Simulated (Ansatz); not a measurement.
Predict the output of the script below (the Ansatz DFT code, driven from Python).

Script `bend_bh3o2se.py`:
```python
"""Energy of BH3O2Se against one bond angle."""

import logging
import sys
import warnings

import ansatz as az
from ase import Atoms

logging.basicConfig(stream=sys.stdout, format="%(levelname)s %(message)s")
logger = logging.getLogger("bh3o2se")
logger.setLevel(logging.INFO)


def main() -> None:
    warnings.simplefilter("ignore", az.DeckWarning)

    atoms = Atoms(["O", "B", "O", "Se", "H", "H", "H"], positions=[
        [-0.6918, 1.2029, 0.5254],
        [-0.0391, -0.006, 0.2478],
        [1.2848, -0.2008, 0.7462],
        [-0.8529, -1.4401, -0.8307],
        [-0.4996, 1.8275, -0.2654],
        [1.1892, -0.5972, 1.6507],
        [-0.3293, -0.8543, -2.1197],
    ])

    # start the scan from a relaxed geometry
    first = (
        az.Crystal.molecule_from_ase(atoms).calculation()
        .basis(gaussian="def2-SVP")
        .functional("r2scan", dispersion="d3bj")
        .relax(force_tolerance=0.02, max_steps=80)
    )
    atoms.positions = first.run(threads=1, backend="cpu").report["positions_ang"]

    rows = []
    for angle in [90, 100, 110, 120, 135, 150, 165, 179]:
        bent = atoms.copy()
        bent.set_angle(1, 0, 4, angle, indices=[4])
        calculation = (
            az.Crystal.molecule_from_ase(bent).calculation()
            .basis(gaussian="def2-SVP")
            .functional("r2scan", dispersion="d3bj")
        )
        rows.append((angle, calculation.run(threads=1, backend="cpu").report["free_energy_ev"]))
    floor = min(e for _, e in rows)
    for angle, e in rows:
        logger.info(f"angle B1-O0-H4 = {angle:3d} deg   {1000 * (e - floor):9.1f} meV")


if __name__ == "__main__":
    main()
```

```console
$ python bend_bh3o2se.py
INFO angle B1-O0-H4 =  90 deg       340.8 meV
INFO angle B1-O0-H4 = 100 deg       104.6 meV
INFO angle B1-O0-H4 = 110 deg         0.0 meV
INFO angle B1-O0-H4 = 120 deg         1.5 meV
INFO angle B1-O0-H4 = 135 deg       137.0 meV
INFO angle B1-O0-H4 = 150 deg       338.5 meV
INFO angle B1-O0-H4 = 165 deg       510.4 meV
INFO angle B1-O0-H4 = 179 deg       582.1 meV
```

Reading the output:
- The scan is rigid, and the energies are electronic, in a modest basis. The zero is the lowest point of the grid, which needn't be the minimum.
- A dispersion term here runs with damping parameters fitted for another variant or functional.
- The script silences the warnings on its input, which a real study should read.
- Timing: 2.5 min on 1 thread of Arm Neoverse V1, with other jobs on the host, peak memory 0.21 GiB.
